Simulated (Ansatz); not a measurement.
# Cd (hcp type): how the settings move a single-point run

Question: which choices in the input matter for Cd (hcp type)?

Method: reference: DFT, PBEsol, PAW with Ansatz's default frozen-core files, scalar-relativistic, in Ansatz 0.2.0.

## 1. The starting structure

It takes space group P6_3/mmc (No. 194, hexagonal). Conventional cell: a = 2.825 Å, b = 2.825 Å, c = 4.809 Å, α = 90.00°, β = 90.00°, γ = 120.00°. Cd (site symmetry -6m2) is surrounded by 12 Cd at 2.82 to 2.91 Å.

Structure file:

```cif
data_structure
_symmetry_space_group_name_H-M 'P6_3/mmc'
_symmetry_Int_Tables_number 194
_cell_length_a 2.8246
_cell_length_b 2.8246
_cell_length_c 4.8093
_cell_angle_alpha 90.000
_cell_angle_beta 90.000
_cell_angle_gamma 120.000
_cell_volume 33.23
loop_
_atom_site_label
_atom_site_type_symbol
_atom_site_symmetry_multiplicity
_atom_site_Wyckoff_symbol
_atom_site_fract_x
_atom_site_fract_y
_atom_site_fract_z
_atom_site_occupancy
Cd1 Cd 2 c 0.33333 0.66667 0.25000 1
```

## 2. The reference run

input.yaml

```yaml
crystal:
  lattice:
    - [2.8245755135, 0.0, 0.0]
    - [-1.4122877568, 2.4461541496, 0.0]
    - [0.0, 0.0, 4.8093024184]
  atoms:
    - { symbol: Cd, position: [0.3333333333, 0.6666666667, 0.25] }
    - { symbol: Cd, position: [0.6666666667, 0.3333333333, 0.75] }
kpoints:
  mp_grid: { grid: [14, 14, 8] }
scf:
  occupations: { method: fermi_dirac, width: 0.05 }
hamiltonian:
  xc: pbesol
  pseudopotentials: { kind: paw }
output:
  forces: true
  stress: true
  eigenvalues: true
  populations: true
  write_density: true
  write_potential: true
  elf: true
  volumetric_format: npy
```

On the command line:

```console
$ ansatz run input.yaml --threads 1 --pin off --max-ram 2048MiB --backend cpu --events-out ev --progress --plain --runs-dir out
```

## 3. Changed: dr2_threshold 1.0e-06

input.yaml: that of step 2 with these lines changed.

```diff
@@ -12,2 +12,3 @@
   occupations: { method: fermi_dirac, width: 0.05 }
+  convergence: { dr2_threshold: 1.0e-06 }
 hamiltonian:
@@ -20,5 +21 @@
   populations: true
-  write_density: true
-  write_potential: true
-  elf: true
-  volumetric_format: npy
```

Q: Predict the outcome of this session. Wanted: for each run, ending; energy change; pressure; gap; force.

**Answer**, as computed:

| run | ending | energy change | pressure (GPa) | gap (eV) | force (eV/Å) | cycles | time |
| --- | --- | --- | --- | --- | --- | --- | --- |
| reference | converged | 0 | 25.2 | 0.00 | 0.00 | 6 | 6.7 s |
| 1: dr2_threshold 1.0e-06 | converged | 0.0 meV/atom | 25.2 | 0.00 | 0.00 | 6 | 5.7 s |

Times don't compare one to one where runs were asked for different outputs or read a saved state (see the inputs); cycles may leave out searches for a lower state.

Residual by cycle in the longest SCF loop of each run; runs are numbered as in the table. The quantity is the density residual dr2, in eV.

```
cycle  reference    run 1
    1     0.0146   0.0146
    2    0.00186  0.00186
    3     3.9e-5   3.9e-5
    4     8.5e-7   8.5e-7
    5     1.0e-9   1.0e-9
    6    2.6e-11  2.6e-11
```

Energy and cycle count are those of the reference, so the change (convergence setting) left the result and the number of cycles as they were. The structure is not at rest: the sound run finds 25 GPa, so these are no properties of the relaxed crystal. 
